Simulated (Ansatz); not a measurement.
# C₅H₁₁Cl₂Ga: basis-set convergence

One table from this session's results is given with a row withheld; the runs are named, their logs left out.

The runs use Ansatz 0.2.0, Gaussian basis; one geometry, several basis sets.

Levels to be run: PBE0-D4/def2-SVP; ωB97M-V/def2-SVP; PBE0-D4/def2-QZVPP; ωB97M-V/def2-QZVPP; the functionals' def2-TZVPP values are taken from earlier runs.

## The geometry

An earlier PBE0-D4 in a triple-zeta def2 set relaxation fixed the geometry.

SMILES `CC(C)(C)[CH2][Ga]([Cl])[Cl]`, 19 atoms, charge 0, spin multiplicity 1.

Atoms are counted from 1 here; the program's logs count them from 0.

Bond lengths: C1–C2 1.526 Å, C1–H9 1.093 Å, C1–H10 1.093 Å, C1–H11 1.093 Å, C2–C3 1.527 Å, C2–C4 1.529 Å, C2–C5 1.535 Å, C3–H12 1.094 Å, C3–H13 1.098 Å, C3–H14 1.093 Å, C4–H15 1.093 Å, C4–H16 1.093 Å, C4–H17 1.094 Å, C5–Ga6 1.959 Å, C5–H18 1.095 Å, C5–H19 1.094 Å, Ga6–Cl7 2.145 Å, Ga6–Cl8 2.145 Å. Angles: C2–C1–H9 110.5°, C2–C1–H10 110.9°, C2–C1–H11 111.8°, H9–C1–H10 107.8°, H9–C1–H11 107.8°, H10–C1–H11 107.8°, C1–C2–C3 109.7°, C1–C2–C4 109.2°, C1–C2–C5 110.4°, C3–C2–C4 109.2°, C3–C2–C5 109.8°, C4–C2–C5 108.5°, C2–C3–H12 111.4°, C2–C3–H13 111.3°, C2–C3–H14 111.2°, H12–C3–H13 108.2°, H12–C3–H14 107.9°, H13–C3–H14 106.6° and more.

Set-up of the first run:

Input file in.yaml:

```yaml
crystal:
  periodic: [false, false, false]
  atoms:
    - {symbol: C, position_ang: [0.110432, -1.614372, 0.048157]}
    - {symbol: C, position_ang: [-0.163772, -0.156298, 0.403223]}
    - {symbol: C, position_ang: [1.138611, 0.526658, 0.812887]}
    - {symbol: C, position_ang: [-1.150554, -0.098851, 1.569133]}
    - {symbol: C, position_ang: [-0.782375, 0.579045, -0.793295]}
    - {symbol: Ga, position_ang: [0.460582, 0.928929, -2.267019]}
    - {symbol: Cl, position_ang: [1.632204, -0.529954, -3.314866]}
    - {symbol: Cl, position_ang: [0.768139, 2.913303, -3.019768]}
    - {symbol: H, position_ang: [0.538275, -2.143541, 0.903623]}
    - {symbol: H, position_ang: [-0.813016, -2.127173, -0.234435]}
    - {symbol: H, position_ang: [0.811901, -1.704219, -0.785056]}
    - {symbol: H, position_ang: [0.984144, 1.589643, 1.018356]}
    - {symbol: H, position_ang: [1.900684, 0.437194, 0.027234]}
    - {symbol: H, position_ang: [1.559977, 0.068613, 1.711299]}
    - {symbol: H, position_ang: [-1.349452, 0.934188, 1.866825]}
    - {symbol: H, position_ang: [-2.103140, -0.560969, 1.297326]}
    - {symbol: H, position_ang: [-0.755209, -0.630704, 2.439017]}
    - {symbol: H, position_ang: [-1.638168, 0.023172, -1.189808]}
    - {symbol: H, position_ang: [-1.149254, 1.565338, -0.492813]}
basis:
  gaussian: {orbitals: def2-SVP}
hamiltonian: {xc: pbe0, dispersion: d4}
output: {orbitals: {seedname: orbitals}}
```

On the command line:

```console
> ansatz run in.yaml --threads 4 --pin off --events-out ev --progress --plain --max-ram 46080MiB --backend cpu
```

Among the steps run: PBE0-D4 in def2-SVP; ωB97M-V in def2-SVP; PBE0-D4 in def2-QZVPP; ωB97M-V in def2-QZVPP.

One of the session's tables, all rows but one given; the rest of the session is left out.

It belongs to the step «Density functionals: the series». 

| functional | basis | HOMO (eV) |
| --- | --- | --- |
| PBE0-D4 | def2-SVP | -8.22 |
| PBE0-D4 | def2-TZVPP | ? |
| PBE0-D4 | def2-QZVPP | -8.30 |
| ωB97M-V | def2-SVP | -10.34 |
| ωB97M-V | def2-TZVPP | -10.42 |
| ωB97M-V | def2-QZVPP | -10.45 |

Q: Estimate the row for PBE0-D4, def2-TZVPP from the others.

**Answer.** HOMO (eV): -8.27. In the column «HOMO (eV)» it lies between PBE0-D4, def2-QZVPP (-8.30) and PBE0-D4, def2-SVP (-8.22).
